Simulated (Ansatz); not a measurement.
# BH6NO2: the cost of one run

Program: Ansatz 0.2.0. Level of theory: RKS PBE-D4/6-31G*. These are calculated values, not measurements.

## Step 1: Starting point

Bond lengths: N2–H3 1.060 Å, N2–H4 1.060 Å, B1–H5 1.190 Å, B1–O6 1.410 Å, O6–H7 1.010 Å, B1–O8 1.710 Å, O8–H9 1.010 Å, N2–H10 1.135 Å. Angles: H3–N2–H4 120.0°, H3–N2–H10 106.4°, H4–N2–H10 90.3°, H5–B1–O6 120.0°, H5–B1–O8 105.4°, O6–B1–O8 92.8°, B1–O6–H7 109.5°, B1–O8–H9 109.5°.

Coordinates:

```xyz
10

B     0.0000    0.0000    0.0000
N     0.0000    0.0000    1.9000
H    -0.8770   -0.2713    2.4300
H     0.8770    0.2713    2.4300
H     1.0305    0.0000   -0.5950
O    -1.2211    0.0000   -0.7050
H    -1.7308   -0.8467   -0.4965
O    -0.2139    1.6086    0.5392
H    -1.1525    1.9139    0.3252
H    -0.1432    1.0772    1.5734
```

## Step 2: A restrained relaxation towards end A

Springs on the bonds that form and break draw the guess towards this end; the thresholds are loose.

input.yaml

```yaml
crystal:
  periodic: [false, false, false]
  atoms:
    - { symbol: B, position_ang: [0.0, 0.0, 0.0] }
    - { symbol: "N", position_ang: [0.0, 0.0, 1.9] }
    - { symbol: H, position_ang: [-0.877, -0.2713, 2.43] }
    - { symbol: H, position_ang: [0.877, 0.2713, 2.43] }
    - { symbol: H, position_ang: [1.0305, 0.0, -0.595] }
    - { symbol: O, position_ang: [-1.2211, 0.0, -0.705] }
    - { symbol: H, position_ang: [-1.7308, -0.8467, -0.4965] }
    - { symbol: O, position_ang: [-0.2139, 1.6086, 0.5392] }
    - { symbol: H, position_ang: [-1.1525, 1.9139, 0.3252] }
    - { symbol: H, position_ang: [-0.1432, 1.0772, 1.5734] }
basis:
  gaussian: { orbitals: "6-31G*" }
hamiltonian:
  xc: pbe
  dispersion: d4
relax:
  f_tol: 0.15
  max_steps: 25
  restrain:
    - { distance: [0, 7], at: 2.61, k: 30.0 }
    - { distance: [9, 1], at: 2.26, k: 30.0 }
    - { distance: [0, 1], at: 1.55, k: 30.0 }
    - { distance: [9, 7], at: 1.01, k: 30.0 }
output:
  orbitals: {}
```

Started as:

```bash
$ ansatz run input.yaml --threads 2 --pin off --max-ram 3072MiB --backend cpu --events-out ev --progress --plain --runs-dir out
```

**Question.** How long does this run take on 2 threads of Arm Neoverse V2, shared host, and how much memory does it need?

About 13 s, with a peak of 0.14 GiB.
